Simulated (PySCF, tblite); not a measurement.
# C₆H₉N₂+: vibronic structure

Aim: compute the vibronic structure of C₆H₉N₂+ (`C[n+]1ccccc1N`).

Programs: tblite 0.8.0 and PySCF 2.14.0, with routines of our own; each step states its level. All values are computed. Atoms count from 0.

## Step 1: The starting structure

17 atoms, charge 1, multiplicity 1; geometry from: force field or distance geometry start.

## Step 2: Optimising the geometry with GFN2-xTB

The job: settings as JSON, then the geometry in Å.

```
{"job": {"kind": "relax", "xc": "GFN2-xTB", "basis": "xTB"}, "charge": 1, "multiplicity": 1}
C     -1.791400    -0.879500    -0.303600
N     -0.410800    -0.489000    -0.126300
C      0.566800    -1.435800    -0.180000
C      1.871600    -1.032800    -0.011500
C      2.169600     0.284100     0.246300
C      1.155200     1.248700     0.302900
C     -0.152500     0.812100     0.113600
N     -1.222500     1.743000     0.176900
H     -2.509900    -0.114400     0.030100
H     -1.948500    -1.789100     0.341700
H     -2.027800    -1.138000    -1.365500
H      0.295300    -2.484300    -0.374900
H      2.684200    -1.766400    -0.038400
H      3.186400     0.579400     0.373900
H      1.363800     2.287700     0.493100
H     -1.784000     1.911500     1.029300
H     -1.452400     2.274600    -0.717400
```

The run is started by

```bash
OMP_NUM_THREADS=1 python excited_run.py task.json out
```

The driver reads the jobs from task.json and runs them one after another.

Output:

```text
step      E/eV     max force
  0    -621.60433    2.255
  1    -621.78789    1.076
  2    -621.84814    0.617
  3    -621.87301    0.397
  4    -621.89486    0.312
  5    -621.90632    0.382
  6    -621.92029    0.376
  7    -621.93344    0.378
  8    -621.95105    0.470
  9    -621.96836    0.473
 10    -621.99076    0.408
 11    -622.01003    0.448
 12    -622.03291    0.437
 13    -622.04998    0.658
 14    -622.05897    0.580
 15    -622.07453    0.320
 16    -622.08282    0.400
 17    -622.09551    0.425
 18    -622.11018    0.349
 19    -622.12435    0.279
 20    -622.13491    0.288
 21    -622.14430    0.320
 22    -622.15830    0.356
 23    -622.17119    0.539
 24    -622.19123    0.541
 25    -622.20871    0.406
 26    -622.24066    0.698
 27    -622.26988    0.640
 28    -622.32005    0.513
 29    -622.37230    1.736
 30    -622.40865    0.597
 31    -622.43463    0.606
 32    -622.45980    1.028
 33    -622.48075    0.685
 34    -622.50349    0.632
 35    -622.51818    0.540
 36    -622.52810    0.429
 37    -622.53503    0.290
 38    -622.53969    0.332
 39    -622.54269    0.154
 40    -622.54532    0.255
 41    -622.54820    0.328
 42    -622.55048    0.247
 43    -622.55256    0.136
 44    -622.55466    0.105
 45    -622.55666    0.100
 46    -622.55800    0.194
 47    -622.55850    0.096
 48    -622.55939    0.087
 49    -622.56028    0.090
 50    -622.56096    0.083
 51    -622.56159    0.074
 52    -622.56254    0.080
 53    -622.56333    0.107
 54    -622.56414    0.084
 55    -622.56480    0.068
 56    -622.56561    0.089
 57    -622.56704    0.114
 58    -622.56904    0.142
 59    -622.57091    0.158
 60    -622.57257    0.102
 61    -622.57416    0.142
 62    -622.57544    0.196
 63    -622.57688    0.131
 64    -622.57899    0.093
 65    -622.58030    0.083
 66    -622.58222    0.096
 67    -622.58432    0.105
 68    -622.58685    0.117
 69    -622.58932    0.117
 70    -622.59171    0.137
 71    -622.59354    0.208
 72    -622.59504    0.103
 73    -622.59703    0.092
 74    -622.59951    0.089
 75    -622.60265    0.124
 76    -622.60589    0.116
 77    -622.60877    0.136
 78    -622.61112    0.116
 79    -622.61307    0.098
 80    -622.61511    0.156
 81    -622.61710    0.133
 82    -622.61927    0.075
 83    -622.62023    0.073
 84    -622.62152    0.067
 85    -622.62304    0.084
 86    -622.62482    0.098
 87    -622.62651    0.099
 88    -622.62799    0.098
 89    -622.62946    0.085
 90    -622.63102    0.086
 91    -622.63292    0.096
 92    -622.63456    0.090
 93    -622.63618    0.101
 94    -622.63771    0.091
 95    -622.63915    0.084
 96    -622.64034    0.109
 97    -622.64169    0.123
 98    -622.64341    0.123
 99    -622.64639    0.120
100    -622.64819    0.102
101    -622.64958    0.084
102    -622.65030    0.075
103    -622.65096    0.078
104    -622.65151    0.077
105    -622.65206    0.059
106    -622.65254    0.051
107    -622.65287    0.047
108    -622.65329    0.045
109    -622.65357    0.049
110    -622.65377    0.039
111    -622.65394    0.052
112    -622.65408    0.029
113    -622.65418    0.024
114    -622.65425    0.017
115    -622.65431    0.017
116    -622.65434    0.016
117    -622.65435    0.009
```

Wall time 0.68 s (1 thread of Arm Neoverse V1, shared host); peak memory 0.18 GiB.

Relaxation path: (not every step is listed)

```
step  energy from step 0 (eV)  largest force (eV/Å)
   0                   0.0000                2.2547
   1                  -0.1836                1.0763
   2                  -0.2438                0.6166
   3                  -0.2687                0.3975
   4                  -0.2905                0.3124
   5                  -0.3020                0.3822
   6                  -0.3160                0.3761
   7                  -0.3291                0.3778
   8                  -0.3467                0.4704
  18                  -0.5059                0.3485
  28                  -0.7157                0.5132
  38                  -0.9354                0.3319
  48                  -0.9551                0.0875
  58                  -0.9647                0.1416
  68                  -0.9825                0.1174
  78                  -1.0068                0.1164
  88                  -1.0237                0.0983
  98                  -1.0391                0.1229
 108                  -1.0490                0.0448
 112                  -1.0498                0.0286
 113                  -1.0498                0.0237
 114                  -1.0499                0.0171
 115                  -1.0500                0.0167
 116                  -1.0500                0.0159
 117                  -1.0500                0.0085
```

Close pairs (by a distance rule), those that changed most:

```
  bond  before (Å)  after (Å)  change (Å)
 C6–N7       1.420      1.336      -0.083
N7–H16       1.065      1.006      -0.059
 C0–H9       1.126      1.087      -0.039
 C4–C5       1.401      1.369      -0.032
N7–H15       1.035      1.005      -0.029
 C3–C4       1.375      1.402      +0.028
C0–H10       1.118      1.092      -0.027
C2–H11       1.100      1.079      -0.022
```

The next job starts from the end point, and lists it.

## Step 3: Vibrational analysis with GFN2-xTB

The job: settings as JSON, then the geometry in Å.

```
{"job": {"kind": "ir", "xc": "GFN2-xTB", "basis": "xTB"}, "charge": 1, "multiplicity": 1}
C     -1.822065    -0.930930    -0.197845
N     -0.448290    -0.487880    -0.065771
C      0.550670    -1.400676    -0.052756
C      1.860394    -1.039800     0.069677
C      2.177153     0.321288     0.185033
C      1.167086     1.245243     0.169511
C     -0.175903     0.835465     0.041740
N     -1.166495     1.732429     0.026203
H     -2.405979    -0.635958     0.676062
H     -1.852848    -2.014865    -0.274834
H     -2.274447    -0.512862    -1.099017
H      0.255581    -2.434137    -0.145997
H      2.630271    -1.792201     0.076589
H      3.203869     0.635155     0.283499
H      1.374638     2.299672     0.254499
H     -2.135634     1.481404    -0.062887
H     -0.944999     2.710683     0.106384
```

Output:

```text
mode    cm-1     km/mol
  1     131.2      1.27
  2     199.5      6.64
  3     231.5      6.59
  4     343.9    149.89
  5     354.8      1.59
  6     405.5     87.99
  7     430.8      1.40
  8     470.9      7.71
  9     506.3     35.51
 10     507.6      2.57
 11     576.9      0.13
 12     674.9      3.00
 13     781.0     52.24
 14     792.7      0.41
 15     853.5      1.79
 16     869.8      1.57
 17     905.3      0.02
 18     937.6      0.09
 19     957.9     11.70
 20    1044.5     11.20
 21    1087.3      0.59
 22    1092.2      1.73
 23    1138.5      7.01
 24    1162.5      2.13
 25    1201.4      5.51
 26    1257.2      4.56
 27    1312.7     20.41
 28    1370.4     22.46
 29    1403.4     13.41
 30    1409.4     12.97
 31    1434.5      8.31
 32    1453.7     23.34
 33    1468.9      3.54
 34    1529.2     65.21
 35    1552.6    296.39
 36    1624.1    254.59
 37    3000.5      0.84
 38    3006.3      0.90
 39    3064.1      0.14
 40    3105.7      2.19
 41    3112.4      0.15
 42    3121.5      0.91
 43    3136.3      5.14
 44    3481.2    133.43
 45    3534.2     56.10
```

Wall time 0.48 s (1 thread of Arm Neoverse V1, shared host); peak memory 0.18 GiB.

The strongest bands and the atoms that carry them (share of the mass-weighted mode):

```
cm⁻¹  km/mol                                   atoms
 344   149.9                                H15 60 %
 406    88.0              N1 33 %, C5 11 %, H16 11 %
 781    52.2  H12 26 %, H11 19 %, H13 16 %, H14 14 %
1529    65.2               C4 36 %, C6 19 %, N7 12 %
1553   296.4      C6 32 %, C3 21 %, N1 14 %, C2 13 %
1624   254.6      C5 22 %, C6 20 %, C2 20 %, C3 11 %
3481   133.4                      H16 56 %, H15 40 %
3534    56.1                      H15 54 %, H16 37 %
```

## Step 4: Vibronic structure: TDDFT BHandHLYP/def2-SVP

Settings changed since step 3:

```diff
@@ -1,2 +1,2 @@
-{"job": {"kind": "ir", "xc": "GFN2-xTB", "basis": "xTB"}, "charge": 1, "multiplicity": 1}
+{"job": {"kind": "vib", "xc": "BHandHLYP", "basis": "def2-SVP", "tda": false}, "charge": 1, "multiplicity": 1}
 C     -1.822065    -0.930930    -0.197845
```

Level: TDDFT BHandHLYP/def2-SVP vertical-gradient vibronic structure (displaced harmonic oscillators, Condon), gas phase.

Output:

```text
final grid: 63568 points
cycle   1  E = -342.8177160070  dE =  2.053e+00  |g| = 4.734e-01  |ddm| = 4.496e+00
cycle   2  E = -342.8146335451  dE =  3.082e-03  |g| = 5.335e-01  |ddm| = 1.045e+00
cycle   3  E = -342.8832974975  dE = -6.866e-02  |g| = 6.912e-02  |ddm| = 5.459e-01
cycle   4  E = -342.8843446050  dE = -1.047e-03  |g| = 3.571e-02  |ddm| = 1.010e-01
cycle   5  E = -342.8846277690  dE = -2.832e-04  |g| = 3.443e-03  |ddm| = 3.312e-02
cycle   6  E = -342.8846313762  dE = -3.607e-06  |g| = 2.026e-03  |ddm| = 5.673e-03
cycle   7  E = -342.8846325412  dE = -1.165e-06  |g| = 6.266e-04  |ddm| = 2.441e-03
cycle   8  E = -342.8846327116  dE = -1.704e-07  |g| = 2.517e-04  |ddm| = 1.134e-03
cycle   9  E = -342.8846327364  dE = -2.477e-08  |g| = 8.470e-05  |ddm| = 3.920e-04
cycle  10  E = -342.8846327401  dE = -3.715e-09  |g| = 3.152e-05  |ddm| = 1.865e-04
cycle  11  E = -342.8846327404  dE = -3.179e-10  |g| = 9.713e-06  |ddm| = 4.781e-05
converged SCF energy = -342.8846327404

Singlet excitations (eV, f): 5.039 (0.1582)  6.238 (0.0850)  7.409 (0.6558)  7.811 (0.0036)  7.993 (0.1890)  8.153 (0.0047)

State S1  5.0389 eV  f = 0.15815  H->L 0.95
  relaxed dipole 3.202 D, largest gradient of the excitation energy 0.0584 Eh/bohr
  mode    cm-1        S   lambda/meV  Raman
   28   1370.4    0.9176     155.9   1.000
   10    507.6    0.9683      60.9   0.145
   34   1529.2    0.1178      22.3   0.160
   27   1312.7    0.1220      19.9   0.122
   15    853.5    0.1855      19.6   0.078
   11    576.9    0.1463      10.5   0.028
   25   1201.4    0.0624       9.3   0.052
   36   1624.1    0.0396       8.0   0.061
   26   1257.2    0.0360       5.6   0.033
    7    430.8    0.0962       5.1   0.010
   22   1092.2    0.0212       2.9   0.015
   14    792.7    0.0282       2.8   0.010
  reorganisation energy 0.3350 eV, total S 2.822, 0-0 4.7039 eV
  absorption maximum 4.938 eV, width 0.522 eV

State S3  7.4094 eV  f = 0.65581  H-1->L 0.77, H->L+1 0.19
  relaxed dipole 2.378 D, largest gradient of the excitation energy 0.0665 Eh/bohr
  mode    cm-1        S   lambda/meV  Raman
   36   1624.1    0.4182      84.2   1.000
   28   1370.4    0.3410      57.9   0.580
   15    853.5    0.3865      40.9   0.255
   22   1092.2    0.2066      28.0   0.223
   14    792.7    0.2396      23.5   0.136
   34   1529.2    0.1154      21.9   0.245
   25   1201.4    0.0807      12.0   0.106
   23   1138.5    0.0519       7.3   0.061
   20   1044.5    0.0447       5.8   0.044
   26   1257.2    0.0205       3.2   0.029
   29   1403.4    0.0155       2.7   0.028
   27   1312.7    0.0162       2.6   0.025
  reorganisation energy 0.3036 eV, total S 2.058, 0-0 7.1057 eV
  absorption maximum 7.106 eV, width 0.426 eV

State S5  7.9930 eV  f = 0.18901  H-1->L+1 0.72, H-2->L 0.22
  relaxed dipole 2.974 D, largest gradient of the excitation energy 0.0379 Eh/bohr
  mode    cm-1        S   lambda/meV  Raman
   22   1092.2    0.3271      44.3   1.000
   15    853.5    0.3876      41.0   0.724
   25   1201.4    0.2296      34.2   0.850
   14    792.7    0.3050      30.0   0.491
   36   1624.1    0.0850      17.1   0.575
   35   1552.6    0.0662      12.7   0.409
   10    507.6    0.1923      12.1   0.127
    7    430.8    0.1244       6.6   0.059
   28   1370.4    0.0332       5.6   0.160
   23   1138.5    0.0357       5.0   0.119
   31   1434.5    0.0238       4.2   0.126
   34   1529.2    0.0173       3.3   0.103
  reorganisation energy 0.2291 eV, total S 1.903, 0-0 7.7639 eV
  absorption maximum 7.764 eV, width 0.340 eV

State T1  3.4706 eV  f = 0.00000  H->L 0.91
  relaxed dipole 3.351 D, largest gradient of the excitation energy 0.0622 Eh/bohr
  mode    cm-1        S   lambda/meV  Raman
   34   1529.2    0.6836     129.6   1.000
   28   1370.4    0.5781      98.2   0.679
   10    507.6    0.5964      37.5   0.096
   35   1552.6    0.1185      22.8   0.179
    7    430.8    0.3449      18.4   0.040
   15    853.5    0.1504      15.9   0.069
   25   1201.4    0.0864      12.9   0.078
   20   1044.5    0.0809      10.5   0.055
   11    576.9    0.1425      10.2   0.030
   29   1403.4    0.0285       5.0   0.035
   14    792.7    0.0406       4.0   0.016
   31   1434.5    0.0219       3.9   0.028
  reorganisation energy 0.3872 eV, total S 3.009, 0-0 3.0833 eV
  absorption maximum 3.447 eV, width 0.626 eV
```

Run time: 36 s. Hardware: 1 thread of Arm Neoverse V1, shared host; peak memory 0.85 GiB.

## Step 5: Summary of results

```
                                                                                          quantity                     value
                                                         strongest single infrared mode (GFN2-xTB)     1553 cm⁻¹, 296 km/mol
                                                                      zero-point energy (GFN2-xTB)             88.7 kcal/mol
S1: vertical, reorganisation, 0-0, total S (step 4, TDDFT BHandHLYP/def2-SVP, modes from GFN2-xTB)  5.04, 0.34, 4.70 eV; 2.8
S3: vertical, reorganisation, 0-0, total S (step 4, TDDFT BHandHLYP/def2-SVP, modes from GFN2-xTB)  7.41, 0.30, 7.11 eV; 2.1
S5: vertical, reorganisation, 0-0, total S (step 4, TDDFT BHandHLYP/def2-SVP, modes from GFN2-xTB)  7.99, 0.23, 7.76 eV; 1.9
```

**Reading.** No mode is imaginary among the 45: a minimum at this level. The strongest single mode, at 1553 cm⁻¹, is carried by C6, C3, N1, C2. Unscaled tight-binding wavenumbers are off by several per cent, some by more. Its intensities can rank the bands wrongly. The vibronic model keeps the ground-state modes (from xTB) and shifts them along the gradient alone, so it can miss much of the relaxation that a full optimisation finds.
